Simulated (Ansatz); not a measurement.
# MnCuAs: the cost of one run

Program: Ansatz 0.2.0. Level of theory: DFT PBEsol, scalar-relativistic, plane waves, PAW. These are calculated values, not measurements.

### 1 The starting structure

It takes space group P4/nmm (No. 129, tetragonal). The conventional cell has a = 3.699 Å, b = 3.699 Å, c = 6.408 Å, α = 90.00°, β = 90.00°, γ = 90.00°. Around Mn (site symmetry 4mm) lie 5 As at 2.49 to 2.64 Å and 4 Cu at 2.84 Å. Cu (site symmetry -4m2) is surrounded by 4 As at 2.56 Å and 4 Cu at 2.62 Å and 4 Mn at 2.84 Å. Around As (site symmetry 4mm) lie 5 Mn at 2.49 to 2.64 Å and 4 Cu at 2.56 Å.

As a file:

```
Mn Cu As
1.0
     3.69949    0.00000    0.00000
     0.00000    3.69949    0.00000
     0.00000    0.00000    6.40842
Mn Cu As
2 2 2
Direct
  0.00000 0.50000 0.16402
  0.50000 0.00000 0.83598
  0.00000 0.00000 0.50000
  0.50000 0.50000 0.50000
  0.00000 0.50000 0.77625
  0.50000 0.00000 0.22375
```

### 2 Relax cell and atoms

The input, input.yaml:

```yaml
crystal:
  lattice:
    - [3.699491, 0.0, 0.0]
    - [0.0, 3.699491, 0.0]
    - [0.0, 0.0, 6.408422]
  atoms:
    - { symbol: Mn, position: [0.0, 0.5, 0.16402], spin: -3.61 }
    - { symbol: Mn, position: [0.5, 0.0, 0.83598], spin: -3.61 }
    - { symbol: Cu, position: [0.0, 0.0, 0.5] }
    - { symbol: Cu, position: [0.5, 0.5, 0.5] }
    - { symbol: As, position: [0.0, 0.5, 0.776246] }
    - { symbol: As, position: [0.5, 0.0, 0.223754] }
basis:
  ecutwfc: 420
kpoints:
  mp_grid: { grid: [10, 10, 6] }
hamiltonian:
  xc: pbesol
scf:
  occupations: { method: gaussian, width: 0.1 }
output:
  forces: true
  stress: true
  eigenvalues: true
  populations: true
  write_density: true
  write_potential: true
  elf: true
  volumetric_format: npy
magnetization:
  spin_polarized: true
relax:
  adjacent_minimum: "off"
  f_tol: 0.005
  max_steps: 80
  cell: { stress_tol: 0.05 }
```

On the command line:

```console
$ ansatz run input.yaml --threads 2 --pin off --max-ram 5120MiB --backend cpu --events-out ev --progress --plain --runs-dir out
```

**Question.** How long does this run take on 2 threads of Arm Neoverse V1, shared host, and how much memory does it need?

About 8 min, with a peak of 0.93 GiB.
